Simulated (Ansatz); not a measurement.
# C₃H₈GeO: one species, many methods

The task here is to estimate one member of a computed series from the others.

Method: functionals in def2-TZVPP, the program's frozen cores in correlated methods; program: Ansatz 0.2.0, Gaussian basis.

Levels to be run: LDA (SPW92), PBE-D4, revPBE-D4, BLYP-D4, r2SCAN-D4, B97M-V, PBE0-D4, B3LYP-D4, r2SCANh-D4, r2SCAN0-D4, HSE06-D4, BHLYP-D4, CAM-B3LYP-D4, LC-ωPBE, ωB97X-V, ωB97M-V, B2PLYP, PBE-QIDH; CCSD(T)/def2-SVP; CCSD(T)/def2-TZVPP; MP2/def2-QZVPP; extrapolation to the limit; RPA on PBE.

### Structure used throughout

An earlier PBE0-D4 in a triple-zeta def2 set relaxation fixed the geometry.

SMILES `C[CH](C)[Ge][OH]`, 13 atoms, charge 0, spin multiplicity 1.

Atoms are counted from 1 here; the program's logs count them from 0.

Bond lengths: C1–C2 1.517 Å, C1–H6 1.095 Å, C1–H7 1.097 Å, C1–H8 1.096 Å, C2–C3 1.527 Å, C2–Ge4 2.027 Å, C2–H9 1.100 Å, C3–H10 1.095 Å, C3–H11 1.095 Å, C3–H12 1.095 Å, Ge4–O5 1.789 Å, O5–H13 0.963 Å. Angles: C2–C1–H6 112.4°, C2–C1–H7 111.5°, C2–C1–H8 111.6°, H6–C1–H7 108.0°, H6–C1–H8 106.8°, H7–C1–H8 106.2°, C1–C2–C3 112.0°, C1–C2–Ge4 116.4°, C1–C2–H9 109.0°, C3–C2–Ge4 107.3°, C3–C2–H9 107.9°, Ge4–C2–H9 103.6°, C2–C3–H10 112.3°, C2–C3–H11 111.4°, C2–C3–H12 111.5°, H10–C3–H11 107.3°, H10–C3–H12 107.3°, H11–C3–H12 106.9° and more.

Coordinates:

```mol
C3H8GeO
  3D, bonds by distance, orders not assigned

 13 12  0  0  0  0  0  0  0  0999 V2000
   -1.1171   -0.2129    0.3829 C   0  0
    0.3549    0.1466    0.4563 C   0  0
    1.2495   -1.0192    0.0398 C   0  0
    0.9414    1.7677   -0.6107 Ge  0  0
   -0.5936    2.1950   -1.4238 O   0  0
   -1.7630    0.6027    0.7235 H   0  0
   -1.4156   -0.4768   -0.6386 H   0  0
   -1.3521   -1.0836    1.0055 H   0  0
    0.6080    0.4132    1.4930 H   0  0
    2.3131   -0.7674    0.0991 H   0  0
    1.0458   -1.3311   -0.9903 H   0  0
    1.0872   -1.8960    0.6761 H   0  0
   -1.3379    1.6269   -1.1981 H   0  0
  1  2  8  0
  2  3  8  0
  2  4  8  0
  4  5  8  0
  1  6  8  0
  1  7  8  0
  1  8  8  0
  2  9  8  0
  3 10  8  0
  3 11  8  0
  3 12  8  0
  5 13  8  0
M  END
```

The first run:

The input, in.yaml:

```yaml
crystal:
  periodic: [false, false, false]
  atoms:
    - {symbol: C, position_ang: [-1.117129, -0.212863, 0.382946]}
    - {symbol: C, position_ang: [0.354852, 0.146595, 0.456271]}
    - {symbol: C, position_ang: [1.249473, -1.019184, 0.039835]}
    - {symbol: Ge, position_ang: [0.941388, 1.767742, -0.610690]}
    - {symbol: O, position_ang: [-0.593621, 2.194998, -1.423788]}
    - {symbol: H, position_ang: [-1.763022, 0.602701, 0.723528]}
    - {symbol: H, position_ang: [-1.415597, -0.476783, -0.638616]}
    - {symbol: H, position_ang: [-1.352068, -1.083640, 1.005500]}
    - {symbol: H, position_ang: [0.608013, 0.413223, 1.493028]}
    - {symbol: H, position_ang: [2.313136, -0.767441, 0.099086]}
    - {symbol: H, position_ang: [1.045755, -1.331083, -0.990277]}
    - {symbol: H, position_ang: [1.087229, -1.896000, 0.676131]}
    - {symbol: H, position_ang: [-1.337908, 1.626933, -1.198055]}
basis:
  gaussian: {orbitals: def2-TZVPP}
hamiltonian: {xc: lda}
output: {orbitals: {seedname: orbitals}}
```

Run with:

```sh
$ ansatz run in.yaml --threads 4 --pin off --events-out ev --progress --plain --max-ram 11315MiB
```

Steps of the session up to this table: LDA; PBE-D4 (GGA); revPBE-D4 (GGA); BLYP-D4 (GGA); r2SCAN-D4 (meta-GGA); B97M-V (meta-GGA); B3LYP-D4 (hybrid); r2SCANh-D4 (hybrid); r2SCAN0-D4 (hybrid); HSE06-D4 (hybrid); BHLYP-D4 (hybrid); CAM-B3LYP-D4 (range-separated); LC-ωPBE (range-separated); ωB97X-V (range-separated); ωB97M-V (range-separated); B2PLYP (double hybrid); PBE-QIDH (double hybrid).

One of the session's tables, all rows but one given; the rest of the session is left out.

It belongs to the step «Frontier levels by functional». 

```
  functional  HOMO (eV)  LUMO (eV)  gap (eV)
 LDA (SPW92)      -5.34      -2.86      2.49
      PBE-D4      -5.20      -2.61      2.60
   revPBE-D4      -5.15      -2.50      2.64
     BLYP-D4      -5.09      -2.53      2.56
   r2SCAN-D4      -5.43      -2.53      2.90
      B97M-V      -5.46      -2.49      2.97
     PBE0-D4      -6.26      -1.80      4.46
    B3LYP-D4      -6.10      -2.05      4.05
  r2SCANh-D4      -5.82      -2.23      3.59
  r2SCAN0-D4      -6.41      -1.77      4.64
    HSE06-D4      -5.87      -2.18      3.69
    BHLYP-D4      -7.23      -0.96      6.27
CAM-B3LYP-D4      -7.54      -0.78      6.76
     LC-ωPBE      -8.79       0.40      9.18
     ωB97X-V          ?          ?         ?
     ωB97M-V      -8.37       0.13      8.51
```

Estimate the missing values for ωB97X-V.

As computed: HOMO (eV): -8.48; LUMO (eV): 0.26; gap (eV): 8.74. In the column «HOMO (eV)» it lies between LC-ωPBE (-8.79) and ωB97M-V (-8.37).
